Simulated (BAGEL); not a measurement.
# C4H12Ge (tetramethylgermane): a chain of runs

Aim: a single-point energy (HF/def2-SV(P)), then the energy (NEVPT2(2,2)/def2-SV(P)) of C4H12Ge (tetramethylgermane). 

The calculation is run with BAGEL 1.2.2.

1 further run of the same task is left out (set aside as unsound or not needed).

### Step 1. Starting point

C4H12Ge: 17 atoms, total charge 0, spin state singlet. As SMILES, `[CH3][Ge]([CH3])([CH3])[CH3]`. The C4–H13 distance was set to 1.747 Å, away from the relaxed value. At this shape a bond of the SMILES string is far longer than usual.

Bond lengths: C1–Ge2 1.959 Å, Ge2–C3 1.959 Å, Ge2–C4 1.959 Å, Ge2–C5 1.959 Å, C1–H6 1.092 Å, C1–H7 1.092 Å, C1–H8 1.092 Å, C3–H9 1.092 Å, C3–H10 1.092 Å, C3–H11 1.092 Å, C4–H12 1.092 Å, C4–H14 1.092 Å, C5–H15 1.092 Å, C5–H16 1.092 Å, C5–H17 1.092 Å. Some angles: C1–Ge2–C3 109.5°, C1–Ge2–C4 109.5°, C1–Ge2–C5 109.5°, C3–Ge2–C4 109.5°, C3–Ge2–C5 109.5°, C4–Ge2–C5 109.5°, Ge2–C1–H6 110.7°, Ge2–C1–H7 110.7°, Ge2–C1–H8 110.7°, Ge2–C3–H9 110.7°. A long bond or contact: C4–H13 1.747 Å.

### Step 2. A single-point energy at HF/def2-SV(P) (density fitting with svp-jkfit) (run 1)

input.json reads:

```json
{ "bagel" : [

{
  "title" : "molecule",
  "basis" : "def2-sv_p_.json",
  "df_basis" : "svp-jkfit",
  "angstrom" : "true",
  "geometry" : [
    { "atom" : "C", "xyz" : [      -0.722207,       1.050057,      -1.345281 ] },
    { "atom" : "Ge", "xyz" : [      -0.354777,       0.331957,       0.439589 ] },
    { "atom" : "C", "xyz" : [       1.545163,       0.560967,       0.857009 ] },
    { "atom" : "C", "xyz" : [      -0.807407,      -1.573223,       0.482749 ] },
    { "atom" : "C", "xyz" : [      -1.434457,       1.289787,       1.763719 ] },
    { "atom" : "H", "xyz" : [      -0.476717,       2.112977,      -1.390921 ] },
    { "atom" : "H", "xyz" : [      -0.129037,       0.529337,      -2.099701 ] },
    { "atom" : "H", "xyz" : [      -1.777687,       0.931617,      -1.598401 ] },
    { "atom" : "H", "xyz" : [       1.771683,       0.166897,       1.849759 ] },
    { "atom" : "H", "xyz" : [       1.819153,       1.617697,       0.837779 ] },
    { "atom" : "H", "xyz" : [       2.165723,       0.033427,       0.129849 ] },
    { "atom" : "H", "xyz" : [      -0.608887,      -1.994073,       1.470499 ] },
    { "atom" : "H", "xyz" : [       0.138530,      -2.458280,      -0.689380 ] },
    { "atom" : "H", "xyz" : [      -1.864227,      -1.723393,       0.253059 ] },
    { "atom" : "H", "xyz" : [      -2.498787,       1.174987,       1.548809 ] },
    { "atom" : "H", "xyz" : [      -1.244647,       0.904097,       2.767389 ] },
    { "atom" : "H", "xyz" : [      -1.197037,       2.355487,       1.756269 ] }
  ]
},

{ "title" : "hf" },

{ "title" : "print", "file" : "orbitals.molden", "orbitals" : "true" }

]}
```

The basis set def2-SV(P) is read from a file made from the Basis Set Exchange's data (not shown).

Run with:

```
$ BAGEL_NUM_THREADS=1 BAGEL input.json > input.out
```

Standard output:

```text
* using 1 threads per process

  ===============================================================
  ===============================================================

  *** Geometry ***

  { "atom" : "C", "xyz" : [     -1.364773,      1.984320,     -2.542213 ] },
  { "atom" : "Ge", "xyz" : [     -0.670431,      0.627308,      0.830703 ] },
  { "atom" : "C", "xyz" : [      2.919935,      1.060074,      1.619512 ] },
  { "atom" : "C", "xyz" : [     -1.525778,     -2.972961,      0.912263 ] },
  { "atom" : "C", "xyz" : [     -2.710731,      2.437344,      3.332946 ] },
  { "atom" : "H", "xyz" : [     -0.900865,      3.992948,     -2.628460 ] },
  { "atom" : "H", "xyz" : [     -0.243845,      1.000302,     -3.967860 ] },
  { "atom" : "H", "xyz" : [     -3.359342,      1.760501,     -3.020540 ] },
  { "atom" : "H", "xyz" : [      3.347996,      0.315390,      3.495538 ] },
  { "atom" : "H", "xyz" : [      3.437701,      3.057004,      1.583173 ] },
  { "atom" : "H", "xyz" : [      4.092623,      0.063168,      0.245379 ] },
  { "atom" : "H", "xyz" : [     -1.150630,     -3.768252,      2.778840 ] },
  { "atom" : "H", "xyz" : [      0.261784,     -4.645476,     -1.302739 ] },
  { "atom" : "H", "xyz" : [     -3.522878,     -3.256741,      0.478212 ] },
  { "atom" : "H", "xyz" : [     -4.722023,      2.220404,      2.926825 ] },
  { "atom" : "H", "xyz" : [     -2.352042,      1.708496,      5.229607 ] },
  { "atom" : "H", "xyz" : [     -2.262072,      4.451225,      3.318867 ] },

  Number of auxiliary basis functions:      782

  Since a DF basis is specified, we compute 2- and 3-index integrals:
    o Being stored without compression. Storage requirement is 0.078 GB

  Number of basis functions:      112
  Number of electrons      :       68

    * METHOD: MOLECULE                             0.79

  *** RHF ***

  === Nuclear Repulsion ===
   397.3695223060

      * DIIS with orbital gradients will be used.

  === RHF iteration (def2-sv_p_.json) ===
      0      -2233.07727344          0.01339100           0.28
      1      -2233.29209229          0.00595062           0.28
      2      -2233.33225058          0.00122633           0.28
      3      -2233.33468416          0.00032830           0.28
      4      -2233.33480770          0.00006944           0.28
      5      -2233.33482127          0.00001977           0.28
      6      -2233.33482250          0.00000584           0.29
      7      -2233.33482257          0.00000163           0.29
      8      -2233.33482258          0.00000054           0.28
      9      -2233.33482258          0.00000016           0.28
     10      -2233.33482258          0.00000006           0.28
     11      -2233.33482258          0.00000002           0.28
     12      -2233.33482258          0.00000001           0.28
    * SCF iteration converged.

    * Permanent dipole moment:
           (    0.182416,    -0.273003,    -0.248725) a.u.

    * METHOD: HF                                   4.23

    * METHOD: PRINT                                0.03

  ===============================================================
```

Run time: 5.4 s. Hardware: 1 thread of Arm Neoverse V1, shared host; peak memory 0.29 GiB.

### Step 3. A single-point energy at NEVPT2(2,2)/def2-SV(P) (density fitting with svp-jkfit) (run 2)

job.json reads:

```json
{ "bagel": [

{
  "title": "molecule",
  "basis": "def2-sv_p_.json",
  "df_basis": "svp-jkfit",
  "angstrom": true,
  "geometry": [
    { "atom": "C", "xyz": [      -0.722207,       1.050057,      -1.345281 ] },
    { "atom": "Ge", "xyz": [      -0.354777,       0.331957,       0.439589 ] },
    { "atom": "C", "xyz": [       1.545163,       0.560967,       0.857009 ] },
    { "atom": "C", "xyz": [      -0.807407,      -1.573223,       0.482749 ] },
    { "atom": "C", "xyz": [      -1.434457,       1.289787,       1.763719 ] },
    { "atom": "H", "xyz": [      -0.476717,       2.112977,      -1.390921 ] },
    { "atom": "H", "xyz": [      -0.129037,       0.529337,      -2.099701 ] },
    { "atom": "H", "xyz": [      -1.777687,       0.931617,      -1.598401 ] },
    { "atom": "H", "xyz": [       1.771683,       0.166897,       1.849759 ] },
    { "atom": "H", "xyz": [       1.819153,       1.617697,       0.837779 ] },
    { "atom": "H", "xyz": [       2.165723,       0.033427,       0.129849 ] },
    { "atom": "H", "xyz": [      -0.608887,      -1.994073,       1.470499 ] },
    { "atom": "H", "xyz": [       0.138530,      -2.458280,      -0.689380 ] },
    { "atom": "H", "xyz": [      -1.864227,      -1.723393,       0.253059 ] },
    { "atom": "H", "xyz": [      -2.498787,       1.174987,       1.548809 ] },
    { "atom": "H", "xyz": [      -1.244647,       0.904097,       2.767389 ] },
    { "atom": "H", "xyz": [      -1.197037,       2.355487,       1.756269 ] }
  ]
},

{ "title": "hf" },

{ "title": "nevpt2", "nstate": 1, "nact": 2, "nclosed": 33, "active": [34, 35], "maxiter": 200, "natocc": true, "ncore": 13 },

{ "title": "print", "file": "orbitals.molden", "orbitals": true }

]}
```

The basis set def2-SV(P) is read from a file made from the Basis Set Exchange's data (not shown).

Run with:

```
$ BAGEL_NUM_THREADS=1 BAGEL job.json > job.out
```

Standard output:

```text
* using 1 threads per process

  ===============================================================
  ===============================================================

  *** Geometry ***

  { "atom" : "C", "xyz" : [     -1.364773,      1.984320,     -2.542213 ] },
  { "atom" : "Ge", "xyz" : [     -0.670431,      0.627308,      0.830703 ] },
  { "atom" : "C", "xyz" : [      2.919935,      1.060074,      1.619512 ] },
  { "atom" : "C", "xyz" : [     -1.525778,     -2.972961,      0.912263 ] },
  { "atom" : "C", "xyz" : [     -2.710731,      2.437344,      3.332946 ] },
  { "atom" : "H", "xyz" : [     -0.900865,      3.992948,     -2.628460 ] },
  { "atom" : "H", "xyz" : [     -0.243845,      1.000302,     -3.967860 ] },
  { "atom" : "H", "xyz" : [     -3.359342,      1.760501,     -3.020540 ] },
  { "atom" : "H", "xyz" : [      3.347996,      0.315390,      3.495538 ] },
  { "atom" : "H", "xyz" : [      3.437701,      3.057004,      1.583173 ] },
  { "atom" : "H", "xyz" : [      4.092623,      0.063168,      0.245379 ] },
  { "atom" : "H", "xyz" : [     -1.150630,     -3.768252,      2.778840 ] },
  { "atom" : "H", "xyz" : [      0.261784,     -4.645476,     -1.302739 ] },
  { "atom" : "H", "xyz" : [     -3.522878,     -3.256741,      0.478212 ] },
  { "atom" : "H", "xyz" : [     -4.722023,      2.220404,      2.926825 ] },
  { "atom" : "H", "xyz" : [     -2.352042,      1.708496,      5.229607 ] },
  { "atom" : "H", "xyz" : [     -2.262072,      4.451225,      3.318867 ] },

  Number of auxiliary basis functions:      782

  Since a DF basis is specified, we compute 2- and 3-index integrals:
    o Being stored without compression. Storage requirement is 0.078 GB

  Number of basis functions:      112
  Number of electrons      :       68

    * METHOD: MOLECULE                             0.79

  *** RHF ***

  === Nuclear Repulsion ===
   397.3695223060

      * DIIS with orbital gradients will be used.

  === RHF iteration (def2-sv_p_.json) ===
      0      -2233.07727344          0.01339100           0.29
      1      -2233.29209229          0.00595062           0.28
      2      -2233.33225058          0.00122633           0.28
      3      -2233.33468416          0.00032830           0.28
      4      -2233.33480770          0.00006944           0.28
      5      -2233.33482127          0.00001977           0.27
      6      -2233.33482250          0.00000584           0.27
      7      -2233.33482257          0.00000163           0.28
      8      -2233.33482258          0.00000054           0.29
      9      -2233.33482258          0.00000016           0.28
     10      -2233.33482258          0.00000006           0.28
     11      -2233.33482258          0.00000002           0.28
     12      -2233.33482258          0.00000001           0.29
    * SCF iteration converged.

    * Permanent dipole moment:
           (    0.182416,    -0.273003,    -0.248725) a.u.

    * METHOD: HF                                   4.21

    * freezing 13 orbitals
  ---------------------------
      CASSCF calculation
  ---------------------------

    ==== Active orbitals : =====
         Orbital 34
         Orbital 35
    ============================

    * nstate   :      1
    * nclosed  :     33
    * nact     :      2
    * nvirt    :     77
  === CASSCF iteration (def2-sv_p_.json) ===

    * Using the second-order algorithm

      0  0     -2233.34091447     7.07e-04      0.07

      1  0     -2233.36859152     1.44e-03      1.23

      2  0     -2233.37340348     3.42e-04      1.24

      3  0     -2233.37353740     7.93e-05      1.34

      4  0     -2233.37354182     1.95e-05      1.32

      5  0     -2233.37354203     4.95e-06      1.31

      6  0     -2233.37354205     1.26e-06      1.29

      7  0     -2233.37354205     3.20e-07      1.30

      8  0     -2233.37354205     8.11e-08      1.26

      9  0     -2233.37354205     2.05e-08      1.14

     10  0     -2233.37354205     5.18e-09      1.03

    * Second-order optimization converged. *

     guess   0:   closed 1.                   open ..

  === FCI iteration ===

      0  0     -2233.33297259     8.22e-02      0.00
      1  0     -2233.37347745     2.85e-03      0.00
      2  0 *   -2233.37354205     6.73e-16      0.00

     * ci vector, state   0, <S^2> = 0.0000
       2.     0.9708757873
       .2    -0.2395834001

  === DF-NEVPT2 calculation ===

    * 3-index integral transformation done
    * assembly done

      NEVPT2 correlation energy:   -0.7161312856      0.59

          (+0)     -0.6702720101
          (+0)'    -0.0141895164
          (+1)     -0.0061424220
          (+1)'    -0.0000000000
          (+2)     -0.0003699965
          (-1)     -0.0231140916
          (-1)'     0.0000000000
          (-2)     -0.0020432490

      NEVPT2 total energy:       -2234.0896733316

    * METHOD: NEVPT2                              14.20

    * METHOD: PRINT                                0.03

  ===============================================================
```

Wall time 20 s (1 thread of Arm Neoverse V1, shared host); peak memory 0.29 GiB.

### Step 4. Summary of results

| quantity | value |
| --- | --- |
| run 1, HF/def2-SV(P): total energy | -2233.33482 Eh |
| run 1, HF/def2-SV(P): dipole moment | 1.05 D |
| run 1, HF/def2-SV(P): HOMO energy | -10.55 eV |
| run 1, HF/def2-SV(P): LUMO energy | 2.92 eV |
| run 1, HF/def2-SV(P): HOMO–LUMO gap | 13.47 eV |
| run 2, NEVPT2(2,2)/def2-SV(P): total energy | -2234.08967 Eh |
